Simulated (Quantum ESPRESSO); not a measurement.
A calculation with Quantum ESPRESSO 7.5 of TiSn (native input, structure typed inline):

Contents of pw.in:

```
&CONTROL
  calculation = 'scf'
  prefix = 'pwscf'
  outdir = './tmp'
  pseudo_dir = './pseudo'
  tprnfor = .true.
  tstress = .true.
  disk_io = 'low'
/
&SYSTEM
  ibrav = 0
  nat = 2
  ntyp = 2
  ecutwfc = 60
  ecutrho = 480
  nbnd = 20
  occupations = 'smearing'
  smearing = 'fd'
  degauss = 0.00367493
/
&ELECTRONS
  conv_thr = 4d-10
  electron_maxstep = 120
  mixing_beta = 0.5
/
ATOMIC_SPECIES
Ti    47.8670 ti_pbe_v1.4.uspp.F.UPF
Sn   118.7100 Sn_pbe_v1.uspp.F.UPF
CELL_PARAMETERS angstrom
   0.0000000000    2.8005500000    2.8005500000
   2.8005500000    0.0000000000    2.8005500000
   2.8005500000    2.8005500000    0.0000000000
ATOMIC_POSITIONS crystal
Ti     0.0000000000    0.0000000000    0.0000000000
Sn     0.5000000000    0.5000000000    0.5000000000
K_POINTS automatic
8 8 8 0 0 0
```

Contents of pp_density.in:

```
&INPUTPP
  prefix = 'pwscf'
  outdir = './tmp'
  filplot = 'density.dat'
  plot_num = 0
/
&PLOT
  nfile = 1
  filepp(1) = 'density.dat'
  iflag = 3
  output_format = 6
  fileout = 'density.cube'
/
```

pp_potential.in

```
&INPUTPP
  prefix = 'pwscf'
  outdir = './tmp'
  filplot = 'potential.dat'
  plot_num = 11
/
&PLOT
  nfile = 1
  filepp(1) = 'potential.dat'
  iflag = 3
  output_format = 6
  fileout = 'potential.cube'
/
```

Potentials or basis: SSSP 1.3 efficiency PBE.

The run is started by

```console
$ OMP_NUM_THREADS=1 pw.x -in pw.in > pw.out
$ OMP_NUM_THREADS=1 pp.x -in pp_density.in > pp_density.out
$ OMP_NUM_THREADS=1 pp.x -in pp_potential.in > pp_potential.out
```

The cell was built by a generator and needn't be a form met in nature.

Q: Write the same calculation in another form: ASE script, structure from a POSCAR.

A: As run:

The input run.py:

```python
import numpy as np
from ase.calculators.espresso import Espresso, EspressoProfile
from ase.io import read

atoms = read('POSCAR')

input_data = {
    'control': {'calculation': 'scf', 'prefix': 'pwscf', 'outdir': './tmp', 'tprnfor': True, 'tstress': True, 'disk_io': 'nowf'},
    'system': {'ecutwfc': 60.0, 'ecutrho': 480.0, 'nbnd': 20, 'occupations': 'smearing', 'smearing': 'fd', 'degauss': 0.00367493},
    'electrons': {'conv_thr': 4e-10, 'electron_maxstep': 120, 'mixing_beta': 0.5},
}
pseudopotentials = {'Sn': 'Sn_pbe_v1.uspp.F.UPF', 'Ti': 'ti_pbe_v1.4.uspp.F.UPF'}
profile = EspressoProfile(command='pw.x', pseudo_dir='pseudo')
dft = Espresso(profile=profile, input_data=input_data, pseudopotentials=pseudopotentials, kpts=(8, 8, 8), koffset=(0, 0, 0))
atoms.calc = dft

print(f'energy {atoms.get_potential_energy():.8f} eV')
print('forces (eV/A)')
print(np.round(atoms.get_forces(), 6))
print('stress (eV/A^3, Voigt)')
print(np.round(atoms.get_stress(), 8))
print(f'Fermi level {dft.get_fermi_level():.4f} eV')
```

Contents of POSCAR:

```
TiSn
1.0
    0.0000000000      2.8005500000      2.8005500000
    2.8005500000      0.0000000000      2.8005500000
    2.8005500000      2.8005500000      0.0000000000
Ti Sn
1 1
Direct
    0.0000000000      0.0000000000      0.0000000000
    0.5000000000      0.5000000000      0.5000000000
```

Potentials or basis: SSSP 1.3 efficiency PBE.

The run is started by

```console
$ OMP_NUM_THREADS=1 python run.py
```

Both were run:

|  | native input, structure typed inline | ASE script, structure from a POSCAR |
| --- | --- | --- |
| Pressure | 0.0 GPa | 0.0 GPa |
| Band gap on the k mesh | none (metal or under the smearing width) | none (metal or under the smearing width) |

Keys that steer only the numerical path or the files written may differ.
